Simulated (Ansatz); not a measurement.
# CH7AlN2: shape, modes and thermochemistry

What shape does CH7AlN2 take? The plan is to relax it, then compute its harmonic vibrations to see whether it is a minimum and to get the zero-point energy and entropy, and look at its orbitals and charge.

Method: RKS PBE0-D4/def2-TZVP; program: Ansatz 0.2.0, Gaussian basis.

Levels to be run: relaxation at PBE-D4/def2-SVP; relaxation at PBE0-D4/def2-TZVP; harmonic vibrations at the same level; a single point in def2-TZVPP for the fields.

## (1) The starting structure

SMILES `C[NH][AlH][NH2]`, 11 atoms, charge 0, spin multiplicity 1.

Atoms are counted from 1 here; the program's logs count them from 0.

Bond lengths: C1–N2 1.423 Å, C1–H5 1.126 Å, C1–H6 1.184 Å, C1–H7 1.122 Å, N2–Al3 1.897 Å, N2–H8 1.003 Å, Al3–N4 1.927 Å, Al3–H9 1.661 Å, N4–H10 1.100 Å, N4–H11 1.016 Å. Angles: N2–C1–H5 113.9°, N2–C1–H6 108.4°, N2–C1–H7 113.6°, H5–C1–H6 104.5°, H5–C1–H7 110.9°, H6–C1–H7 104.5°, C1–N2–Al3 108.2°, C1–N2–H8 108.6°, Al3–N2–H8 105.6°, N2–Al3–N4 123.0°, N2–Al3–H9 118.9°, N4–Al3–H9 118.0°, Al3–N4–H10 100.9°, Al3–N4–H11 104.9°, H10–N4–H11 104.3°.

The start is a force-field geometry with small random shifts, so a cheaper pass at PBE-D4/def2-SVP comes first.

## (2) Geometry optimisation, PBE-D4/def2-SVP (cheap first pass)

The input, in.yaml:

```yaml
crystal:
  periodic: [false, false, false]
  atoms:
    - {symbol: C, position_ang: [-0.710800, 1.346200, -0.029100]}
    - {symbol: N, position_ang: [-0.827500, 0.286300, 0.913400]}
    - {symbol: Al, position_ang: [0.725400, -0.796100, 0.782000]}
    - {symbol: N, position_ang: [1.299900, -1.611300, -0.866400]}
    - {symbol: H, position_ang: [-0.678800, 1.003100, -1.101100]}
    - {symbol: H, position_ang: [-1.684000, 2.016400, 0.039100]}
    - {symbol: H, position_ang: [0.133100, 2.052100, 0.190900]}
    - {symbol: H, position_ang: [-1.591500, -0.302700, 0.638700]}
    - {symbol: H, position_ang: [1.684800, -0.991500, 2.123900]}
    - {symbol: H, position_ang: [0.410900, -2.204700, -1.125700]}
    - {symbol: H, position_ang: [1.303900, -0.854900, -1.545200]}
basis:
  gaussian: {orbitals: def2-SVP}
hamiltonian: {xc: pbe, dispersion: d4}
relax: {f_tol: 0.03, max_steps: 200}
```

Launch:

```sh
$ ansatz run in.yaml --threads 2 --pin off --events-out ev --progress --plain --max-ram 4352MiB
```

Standard output (excerpt; [...] marks lines left out):

```text
Functional definition: PBE
  name "PBE"
  cite "Perdew, Burke & Ernzerhof, Phys. Rev. Lett. 77, 3865 (1996) doi:10.1103/PhysRevLett.77.3865"
  parent pbe
[...]
1101 factors; their error is unknown
[...]
mean field -10713.86050931 eV, -393.7271116016 hartree, gradient 2.9e-5 eV, S^2 0.000000; 0 other end points of the search recorded, 0 dependent functions left out
[...]
reference -10713.86054887 eV, -393.7271130553 hartree; 20, 20 occupied and 75, 75 virtual orbitals, 1101 factors
relax step   1: F+E_penalty+E_count = -10714.03808315 eV  Δ(F+E_penalty+E_count) = +0.000e0 eV  max|allowed force component| = 2.174e0 eV/Å  Δτ_max = 0.0000 Å  (28 SCF iters, accepted)
[...]
relax step   5: F+E_penalty+E_count = -10714.72903346 eV  Δ(F+E_penalty+E_count) = -9.724e-2 eV  max|allowed force component| = 7.731e-1 eV/Å  Δτ_max = 0.1947 Å  (28 SCF iters, accepted)
[...]
relax step   9: F+E_penalty+E_count = -10715.25244297 eV  Δ(F+E_penalty+E_count) = -1.191e-1 eV  max|allowed force component| = 5.978e-1 eV/Å  Δτ_max = 0.1991 Å  (29 SCF iters, accepted)
[...]
relax step  13: F+E_penalty+E_count = -10715.42479371 eV  Δ(F+E_penalty+E_count) = -7.721e-3 eV  max|allowed force component| = 4.296e-1 eV/Å  Δτ_max = 0.1950 Å  (27 SCF iters, accepted)
[...]
relax step  17: F+E_penalty+E_count = -10715.44735836 eV  Δ(F+E_penalty+E_count) = -3.927e-4 eV  max|allowed force component| = 6.778e-2 eV/Å  Δτ_max = 0.0354 Å  (29 SCF iters, accepted)
[...]
relax step  18: F+E_penalty+E_count = -10715.44780552 eV  Δ(F+E_penalty+E_count) = -4.472e-4 eV  max|allowed force component| = 2.993e-2 eV/Å  Δτ_max = 0.0256 Å  (30 SCF iters, accepted)
1101 factors; their error is unknown
mean field -10715.27022304 eV, -393.7789176258 hartree, gradient 2.3e-5 eV, S^2 0.000000; 1 other end points of the search recorded, 0 dependent functions left out
[...]
reference -10715.27026332 eV, -393.7789191058 hartree; 20, 20 occupied and 75, 75 virtual orbitals, 1101 factors
Total energy: -10715.44784579 eV, -393.7854451413 hartree
Atom 0 at    -0.951724     1.383885    -0.194898 Å, force     0.006827     0.019181    -0.029931 eV/Å
Atom 1 at    -0.696772     0.321904     0.759403 Å, force    -0.001521     0.005981    -0.004303 eV/Å
Atom 2 at     0.435380    -1.066454     0.667712 Å, force    -0.001475     0.000254     0.004540 eV/Å
Atom 3 at     1.465276    -1.302309    -0.773978 Å, force     0.001943     0.004330    -0.009433 eV/Å
Atom 4 at    -1.998463     1.386841    -0.585534 Å, force     0.022732    -0.001442     0.009004 eV/Å
Atom 5 at    -0.760009     2.402642     0.220103 Å, force    -0.002567    -0.015894    -0.004865 eV/Å
Atom 6 at    -0.287285     1.278886    -1.079771 Å, force    -0.026790    -0.002639     0.029763 eV/Å
Atom 7 at    -1.276305     0.412865     1.599241 Å, force     0.002059    -0.006088    -0.004247 eV/Å
Atom 8 at     0.510842    -2.085276     1.890385 Å, force     0.001698     0.001588    -0.003732 eV/Å
Atom 9 at     2.134670    -2.068989    -0.867680 Å, force    -0.005368     0.008150    -0.004207 eV/Å
Atom 10 at     1.489790    -0.721094    -1.614482 Å, force     0.002462    -0.013421     0.017410 eV/Å
Dipole moment:     0.006213     0.142158    -0.200060 e Å
```

It took 33 s on 2 threads of Arm Neoverse V1, shared host.

Along the way:

```csv
step,energy from step 1 (eV),largest force component (eV/Å)
1,0.0000,2.1737
2,-0.3936,1.1375
3,-0.5100,0.7984
4,-0.5937,0.5448
5,-0.6910,0.7731
6,-0.8113,1.2568
7,-0.9549,1.2477
8,-1.0953,0.8860
9,-1.2144,0.5978
10,-1.2964,0.4895
11,-1.3538,0.1750
12,-1.3790,0.0937
13,-1.3867,0.4296
14,-1.4060,0.0961
15,-1.4081,0.0614
16,-1.4089,0.0597
17,-1.4093,0.0678
18,-1.4097,0.0299
```

Distances of close pairs at the start and the end, largest changes first:

| bond | before (Å) | after (Å) | change (Å) |
| --- | --- | --- | --- |
| Al3–N4 | 1.927 | 1.787 | -0.139 |
| N2–Al3 | 1.897 | 1.794 | -0.104 |
| N4–H10 | 1.100 | 1.022 | -0.078 |
| Al3–H9 | 1.661 | 1.593 | -0.068 |
| C1–H6 | 1.184 | 1.117 | -0.067 |
| C1–N2 | 1.423 | 1.450 | +0.027 |
| N2–H8 | 1.003 | 1.024 | +0.021 |
| C1–H7 | 1.122 | 1.112 | -0.010 |

## (3) Geometry optimisation, PBE0-D4/def2-TZVP

The input, in.yaml:

```yaml
crystal:
  periodic: [false, false, false]
  atoms:
    - {symbol: C, position_ang: [-0.951724, 1.383885, -0.194898]}
    - {symbol: N, position_ang: [-0.696772, 0.321904, 0.759403]}
    - {symbol: Al, position_ang: [0.435380, -1.066454, 0.667712]}
    - {symbol: N, position_ang: [1.465276, -1.302309, -0.773978]}
    - {symbol: H, position_ang: [-1.998463, 1.386841, -0.585534]}
    - {symbol: H, position_ang: [-0.760009, 2.402642, 0.220103]}
    - {symbol: H, position_ang: [-0.287285, 1.278886, -1.079771]}
    - {symbol: H, position_ang: [-1.276305, 0.412865, 1.599241]}
    - {symbol: H, position_ang: [0.510842, -2.085276, 1.890385]}
    - {symbol: H, position_ang: [2.134670, -2.068989, -0.867680]}
    - {symbol: H, position_ang: [1.489790, -0.721094, -1.614482]}
basis:
  gaussian: {orbitals: def2-TZVP}
hamiltonian: {xc: pbe0, dispersion: d4}
relax: {f_tol: 0.005, max_steps: 150}
```

Launched as before.

Standard output (excerpt; [...] marks lines left out):

```text
Functional definition: PBE0
  name "PBE0"
  cite "Adamo & Barone, J. Chem. Phys. 110, 6158 (1999) doi:10.1063/1.478522"
  cite "Perdew, Burke & Ernzerhof, Phys. Rev. Lett. 77, 3865 (1996) doi:10.1103/PhysRevLett.77.3865"
  parent pbe
[...]
1077 factors; their error is unknown
[...]
mean field -10723.53050732 eV, -394.0824774738 hartree, gradient 6.2e-5 eV, S^2 0.000000; 0 other end points of the search recorded, 0 dependent functions left out
[...]
reference -10723.53054296 eV, -394.0824787837 hartree; 20, 20 occupied and 152, 152 virtual orbitals, 1077 factors
relax step   1: F+E_penalty+E_count = -10723.68052626 eV  Δ(F+E_penalty+E_count) = +0.000e0 eV  max|allowed force component| = 5.879e-1 eV/Å  Δτ_max = 0.0000 Å  (27 SCF iters, accepted)
[...]
Atom 1 at    -0.693933     0.314621     0.759258 Å, force     0.001441     0.001468    -0.003819 eV/Å
Atom 2 at     0.425106    -1.054369     0.666242 Å, force     0.002333     0.000688     0.000373 eV/Å
Atom 3 at     1.446651    -1.272666    -0.762737 Å, force    -0.001413     0.000154     0.001331 eV/Å
Atom 4 at    -1.971742     1.372639    -0.567365 Å, force    -0.000182     0.001098    -0.000328 eV/Å
Atom 5 at    -0.720118     2.362933     0.198971 Å, force     0.000843     0.000092    -0.000121 eV/Å
Atom 6 at    -0.294786     1.230960    -1.077377 Å, force    -0.000439    -0.001092     0.001233 eV/Å
Atom 7 at    -1.267645     0.416993     1.582623 Å, force     0.000191    -0.001064    -0.000644 eV/Å
Atom 8 at     0.506189    -2.077930     1.867521 Å, force    -0.000876    -0.000024     0.000089 eV/Å
Atom 9 at     2.100280    -2.031387    -0.864986 Å, force     0.000010    -0.000041    -0.000326 eV/Å
Atom 10 at     1.472184    -0.684246    -1.578607 Å, force     0.000761    -0.000552    -0.000308 eV/Å
Dipole moment:    -0.011494     0.137788    -0.162432 e Å
```

Wall time 36 s (2 threads of Arm Neoverse V1, shared host).

Step by step:

| step | energy from step 1 (eV) | largest force component (eV/Å) |
| --- | --- | --- |
| 1 | 0.0000 | 0.5879 |
| 2 | -0.0431 | 0.1763 |
| 3 | -0.0481 | 0.0494 |
| 4 | -0.0481 | 0.0400 |
| 5 | -0.0483 | 0.0049 |
| 6 | -0.0483 | 0.0085 |
| 7 | -0.0483 | 0.0100 |
| 8 | -0.0483 | 0.0038 |

The force was under the threshold of 0.005 eV/Å already at step 5, but the program went on to step 8.

Close pairs (by a distance rule), those that changed most:

```csv
bond,before (Å),after (Å),change (Å)
N2–Al3,1.794,1.771,-0.023
C1–H5,1.117,1.097,-0.020
C1–H6,1.117,1.097,-0.019
C1–H7,1.112,1.093,-0.019
Al3–N4,1.787,1.770,-0.017
N4–H11,1.022,1.006,-0.016
N2–H8,1.024,1.009,-0.016
N4–H10,1.022,1.007,-0.015
```

Mulliken charges of the relaxed molecule (report file):

```csv
atom,value (e)
C1,-0.26
N2,-0.44
Al3,0.47
N4,-0.68
H5,0.12
H6,0.12
H7,0.11
H8,0.21
H9,-0.10
H10,0.24
H11,0.23
```

## (4) Vibrations by finite differences

The input, in.yaml:

```yaml
crystal:
  periodic: [false, false, false]
  atoms:
    - {symbol: C, position_ang: [-0.936785, 1.365354, -0.203043]}
    - {symbol: N, position_ang: [-0.693933, 0.314621, 0.759258]}
    - {symbol: Al, position_ang: [0.425106, -1.054369, 0.666242]}
    - {symbol: N, position_ang: [1.446651, -1.272666, -0.762737]}
    - {symbol: H, position_ang: [-1.971742, 1.372639, -0.567365]}
    - {symbol: H, position_ang: [-0.720118, 2.362933, 0.198971]}
    - {symbol: H, position_ang: [-0.294786, 1.230960, -1.077377]}
    - {symbol: H, position_ang: [-1.267645, 0.416993, 1.582623]}
    - {symbol: H, position_ang: [0.506189, -2.077930, 1.867521]}
    - {symbol: H, position_ang: [2.100280, -2.031387, -0.864986]}
    - {symbol: H, position_ang: [1.472184, -0.684246, -1.578607]}
basis:
  gaussian: {orbitals: def2-TZVP}
hamiltonian: {xc: pbe0, dispersion: d4}
phonons: {temperatures: {t_min: 298.15, t_max: 900, t_step: 200}}
```

Launched as before.

Standard output (excerpt; [...] marks lines left out):

```text
Functional definition: PBE0
  name "PBE0"
  cite "Adamo & Barone, J. Chem. Phys. 110, 6158 (1999) doi:10.1063/1.478522"
  cite "Perdew, Burke & Ernzerhof, Phys. Rev. Lett. 77, 3865 (1996) doi:10.1103/PhysRevLett.77.3865"
  parent pbe
[...]
1077 factors; their error is unknown
[...]
mean field -10723.57701100 eV, -394.0841864528 hartree, gradient 6.4e-5 eV, S^2 0.000000; 0 other end points of the search recorded, 0 dependent functions left out
[...]
reference -10723.57704631 eV, -394.0841877503 hartree; 20, 20 occupied and 152, 152 virtual orbitals, 1077 factors
[...]
1077 factors; their error is unknown
mean field -10723.57682191 eV, -394.0841795037 hartree, gradient 1.7e-6 eV, S^2 0.000000; 0 other end points of the search recorded, 0 dependent functions left out
[...]
reference -10723.57685722 eV, -394.0841808015 hartree; 20, 20 occupied and 152, 152 virtual orbitals, 1077 factors
[...]
Atom 4 at    -1.971742     1.372639    -0.567365 Å, force    -0.000169     0.001101    -0.000319 eV/Å
Atom 5 at    -0.720118     2.362933     0.198971 Å, force     0.000845     0.000110    -0.000113 eV/Å
Atom 6 at    -0.294786     1.230960    -1.077377 Å, force    -0.000434    -0.001090     0.001232 eV/Å
Atom 7 at    -1.267645     0.416993     1.582623 Å, force     0.000174    -0.001062    -0.000619 eV/Å
Atom 8 at     0.506189    -2.077930     1.867521 Å, force    -0.000874    -0.000029     0.000091 eV/Å
Atom 9 at     2.100280    -2.031387    -0.864986 Å, force     0.000003    -0.000032    -0.000327 eV/Å
Atom 10 at     1.472184    -0.684246    -1.578607 Å, force     0.000764    -0.000541    -0.000327 eV/Å
Dipole moment:    -0.011493     0.137787    -0.162432 e Å
Vibrations: 102.88 128.92 156.31 311.58 314.96 355.44 464.75 528.58 580.98 653.74 738.05 854.19 1083.07 1139.49 1161.77 1400.83 1458.99 1482.54 1514.72 1568.48 1947.13 3002.06 3043.98 3098.42 3609.43 3615.80 3704.69 cm⁻¹, zero-point energy 2.357050 eV
```

Wall time 3.1 min (2 threads of Arm Neoverse V1, shared host).

Motions are named by where the mode's potential energy lies. The modes, unscaled (a negative number is an imaginary wavenumber):

```
mode  cm⁻¹                          motion
   1   103                         torsion
   2   129                            bend
   3   156                         torsion
   4   312                            bend
   5   315                         torsion
   6   355  torsion with out-of-plane bend
   7   465                         torsion
   8   529                         torsion
   9   581                            bend
  10   654          Al–N stretch with bend
  11   738          bend with Al–N stretch
  12   854                    Al–N stretch
  13  1083                            bend
  14  1139                            bend
  15  1162                     C–N stretch
  16  1401                            bend
  17  1459                            bend
  18  1483                            bend
  19  1515                            bend
  20  1568                            bend
  21  1947                    Al–H stretch
  22  3002                     C–H stretch
  23  3044                     C–H stretch
  24  3098                     C–H stretch
  25  3609                     N–H stretch
  26  3616                     N–H stretch
  27  3705                     N–H stretch
```

From these modes and the moments of inertia (298.15 K, 1 bar, symmetry number 1):

```csv
term,value
zero-point energy,54.4 kcal/mol
H(298) − E,59.4 kcal/mol
"entropy, translation",162.5 J/(mol K)
"entropy, rotation",106.6 J/(mol K)
"entropy, vibration",65.5 J/(mol K)
"entropy, total",334.6 J/(mol K)
```

## (5) Orbitals, density and potential

Edit in.yaml of step 4 so:

```diff
@@ -15,4 +15,4 @@
 basis:
-  gaussian: {orbitals: def2-TZVP}
+  gaussian: {orbitals: def2-TZVPP}
 hamiltonian: {xc: pbe0, dispersion: d4}
-phonons: {temperatures: {t_min: 298.15, t_max: 900, t_step: 200}}
+output: {orbitals: {seedname: orbitals}}
```

Launched as before.

Standard output:

```text
Functional definition: PBE0
  name "PBE0"
  cite "Adamo & Barone, J. Chem. Phys. 110, 6158 (1999) doi:10.1063/1.478522"
  cite "Perdew, Burke & Ernzerhof, Phys. Rev. Lett. 77, 3865 (1996) doi:10.1103/PhysRevLett.77.3865"
  parent pbe
  parameter a = 0.25
  parameter kappa = 0.804
  parameter beta = 0.06672455060314922
  exchange = (1 - a)*pbe_x(kappa = kappa, mu = beta*pi^2/3) + a*exact_x
  correlation = pbe_c(beta = beta)
1203 factors; their error is unknown
mean field evaluation 1: about -10709.2487 eV, gradient 8.6e1 eV
mean field evaluation 2: about -10687.1024 eV, gradient 1.2e2 eV
mean field evaluation 4: about -10723.5822 eV, gradient 7.1e0 eV
mean field evaluation 8: about -10723.6772 eV, gradient 1.5e-1 eV
mean field evaluation 16: about -10723.6890 eV, gradient 5.7e-5 eV
mean field -10723.68896403 eV, -394.0883006508 hartree, gradient 5.7e-5 eV, S^2 0.000000; 0 other end points of the search recorded, 0 dependent functions left out
reference -10723.68899953 eV, -394.0883019553 hartree; 20, 20 occupied and 213, 213 virtual orbitals, 1203 factors
Total energy: -10723.84083537 eV, -394.0938818194 hartree
```

It took 3.9 s on 2 threads of Arm Neoverse V1, shared host; peak memory 0.46 GiB.

The fields below are evaluated on a grid from the run's orbitals.

Frontier orbitals at PBE0-D4/def2-TZVPP, with the share of their density that lies nearest to each atom:

```
orbital  energy (eV)                                      lies on
 HOMO-1        -7.40   N4 61 %; Al3 10 %; H10, H11 about 8 % each
   HOMO        -6.48  N2 57 %; N4 12 %; H5, H6, H8 about 7 % each
   LUMO         0.42     Al3 42 %; H9 29 %; N2, N4 about 9 % each
```

ELF in a plane through or near 9 of the atoms.

Values, 10 rows by 14 columns:
```
0.00 0.00 0.00 0.00 0.00 0.00 0.00 0.00 0.00 0.00 0.00 0.00 0.00 0.00
0.00 0.00 0.00 0.03 0.62 0.77 0.13 0.00 0.00 0.00 0.00 0.00 0.00 0.00
0.00 0.00 0.00 0.93 1.00 1.00 0.77 0.01 0.21 0.26 0.01 0.00 0.00 0.00
0.00 0.00 0.01 0.85 1.00 0.92 0.18 0.28 0.97 0.89 0.05 0.00 0.00 0.00
0.00 0.00 0.00 0.02 0.14 0.58 0.62 0.88 0.31 0.24 0.07 0.01 0.00 0.00
0.00 0.00 0.49 0.93 0.59 0.85 0.11 0.15 0.56 0.28 0.59 0.06 0.00 0.00
0.00 0.00 0.39 0.82 0.72 0.94 0.13 0.52 1.00 0.53 0.11 0.01 0.00 0.00
0.00 0.00 0.00 0.02 0.50 0.89 0.05 0.11 0.92 0.24 0.00 0.00 0.00 0.00
0.00 0.00 0.00 0.00 0.00 0.01 0.00 0.00 0.00 0.00 0.00 0.00 0.00 0.00
0.00 0.00 0.00 0.00 0.00 0.00 0.00 0.00 0.00 0.00 0.00 0.00 0.00 0.00
```
The map spans 11.1 Å across and 9.7 Å up, centred on the molecule. Atoms in the plane (x, y in Å): C1 (1.6, -0.4), N2 (0.8, 0.8), Al3 (-1.0, 0.8), N4 (-2.0, -0.7), H7 (1.0, -1.3), H8 (1.3, 1.6), H9 (-1.7, 2.2), H10 (-3.0, -0.7), H11 (-1.6, -1.6).

On the surface of density 0.002 e/bohr³ the electrostatic potential runs, from the 1st to the 99th percentile, from -0.86 V near N4 to 1.70 V near Al3.

## (6) Results

```
                  quantity            value
               point group               Cs
                     steps           18 + 8
shift from the start (rms)          1.092 Å
              total energy   -10723.7289 eV
           dispersion term         -152 meV
             dipole moment           1.02 D
lowest, highest wavenumber   103, 3705 cm⁻¹
         zero-point energy    54.4 kcal/mol
       entropy at 298.15 K  334.6 J/(mol K)
                HOMO, LUMO   -6.48, 0.42 eV
```

What this shows: The atoms moved 1.09 Å (rms) from the start; the bond that changed most is Al3–N4, from 1.927 to 1.770 Å. All wavenumbers are real, so the end point is a minimum. The stiffest mode, 3705 cm⁻¹, is an N–H stretch, and 3 modes under 200 cm⁻¹ make the vibrational entropy uncertain. Harmonic hybrid wavenumbers usually lie a few per cent above measured fundamentals. The largest Mulliken charge, -0.68 e, sits on N4. The HOMO lies mostly on N2 57 %; N4 12 % and the LUMO on Al3 42 %; H9 29 %.
